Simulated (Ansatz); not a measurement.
# CH4BBr: interaction energy of a dimer with the counterpoise correction, by script

How strongly do two molecules of CH4BBr bind, and how much of that is basis error? The task is the interaction energy of a dimer with the counterpoise correction, for CH4BBr. SMILES: CBBr.

All numbers are computed with the Python package of Ansatz 0.2.0. Level of theory: r2SCAN+D3(BJ)/def2-SVPD.

### 1 Starting point

Bond lengths: C1–B2 1.521 Å, B2–Br3 1.979 Å, C1–H4 1.052 Å, C1–H5 1.162 Å, C1–H6 1.139 Å, B2–H7 1.196 Å. Angles: C1–B2–Br3 118.7°, C1–B2–H7 121.8°, Br3–B2–H7 119.4°, B2–C1–H4 111.3°, B2–C1–H5 111.0°, B2–C1–H6 113.0°, H4–C1–H5 107.0°, H4–C1–H6 109.0°, H5–C1–H6 105.2°.

No structure file is read: the coordinates are typed or built in the script.

### 2 The script

ch4bbr_dimer.py

```python
"""Binding of a CH4BBr dimer at a trial geometry."""

import ansatz as az

FIRST = [
    ("C", (-0.6098, 0.3534, -0.0358)),
    ("B", (0.7318, -0.3562, -0.1359)),
    ("Br", (1.3125, -1.5099, 1.3633)),
    ("H", (-1.3995, -0.3349, 0.0614)),
    ("H", (-0.8211, 0.9806, -0.9907)),
    ("H", (-0.657, 1.096, 0.8262)),
    ("H", (1.4434, -0.2291, -1.0887)),
]
SECOND = [
    ("C", (-1.1136, -0.4547, -4.6349)),
    ("B", (-2.581, -0.4297, -4.2354)),
    ("Br", (-3.0606, -0.7941, -2.3505)),
    ("H", (-0.5599, 0.2624, -4.1)),
    ("H", (-0.9853, -0.2108, -5.7635)),
    ("H", (-0.6314, -1.4766, -4.4932)),
    ("H", (-3.4472, -0.2041, -5.0286)),
]

def energy(atoms, ghosts=()):
    molecule = az.Crystal.molecule()
    for symbol, xyz in atoms:
        molecule = molecule.atom(symbol, xyz)
    calc = (
        molecule.calculation()
        .basis(gaussian="def2-SVPD")
        .functional("r2SCAN", dispersion="d3bj")
    )
    deck = calc.input()
    if ghosts:
        deck = deck.set(az.key.basis.gaussian.ghost_atoms, [{"symbol": s, "position_ang": list(xyz)} for s, xyz in ghosts])
    return az.Session.from_dict(deck).plan().execute().report["free_energy_ev"]


def main() -> None:
    # ghost atoms carry the functions of the partner
    both = energy(FIRST + SECOND)
    alone = energy(FIRST) + energy(SECOND)
    ghosted = energy(FIRST, SECOND) + energy(SECOND, FIRST)
    print(f"dimer {both:.6f} eV")
    print(f"interaction, uncorrected   {96.485332 * (both - alone):8.3f} kJ/mol")
    print(f"interaction, counterpoise  {96.485332 * (both - ghosted):8.3f} kJ/mol")
    print(f"basis-set superposition    {96.485332 * (alone - ghosted):8.3f} kJ/mol")


if __name__ == "__main__":
    main()
```

### 3 The calls as engine input

The engine receives this input (first run):

```yaml
crystal:
  periodic: [false, false, false]
  atoms:
    - { symbol: C, position_ang: [-0.6098, 0.3534, -0.0358] }
    - { symbol: B, position_ang: [0.7318, -0.3562, -0.1359] }
    - { symbol: Br, position_ang: [1.3125, -1.5099, 1.3633] }
    - { symbol: H, position_ang: [-1.3995, -0.3349, 0.0614] }
    - { symbol: H, position_ang: [-0.8211, 0.9806, -0.9907] }
    - { symbol: H, position_ang: [-0.657, 1.096, 0.8262] }
    - { symbol: H, position_ang: [1.4434, -0.2291, -1.0887] }
    - { symbol: C, position_ang: [-1.1136, -0.4547, -4.6349] }
    - { symbol: B, position_ang: [-2.581, -0.4297, -4.2354] }
    - { symbol: Br, position_ang: [-3.0606, -0.7941, -2.3505] }
    - { symbol: H, position_ang: [-0.5599, 0.2624, -4.1] }
    - { symbol: H, position_ang: [-0.9853, -0.2108, -5.7635] }
    - { symbol: H, position_ang: [-0.6314, -1.4766, -4.4932] }
    - { symbol: H, position_ang: [-3.4472, -0.2041, -5.0286] }
basis:
  gaussian:
    orbitals: def2-SVPD
hamiltonian:
  xc: r2scan
  dispersion: d3bj
```

### 4 Launch

The run is started by

```
> python ch4bbr_dimer.py
```

**Question.** How large is the interaction at this pose, and how much of it is basis-set superposition?

**Answer**, as computed:

```
                        quantity          value
 interaction energy, uncorrected  -3.022 kJ/mol
interaction energy, counterpoise  -1.210 kJ/mol
                   runs compared              5
```

What this shows: The counterpoise correction takes away 60 % of the apparent binding. Uncorrected it is -3.022 kJ/mol, with the counterpoise correction -1.210 kJ/mol; the difference, 1.81 kJ/mol, is the superposition error. These settings explore the input space; basis and method may be short of convergence. The dimer is a generated trial pose of unrelaxed monomers, not a minimum, so the figure is no binding energy, and the basis set is small.
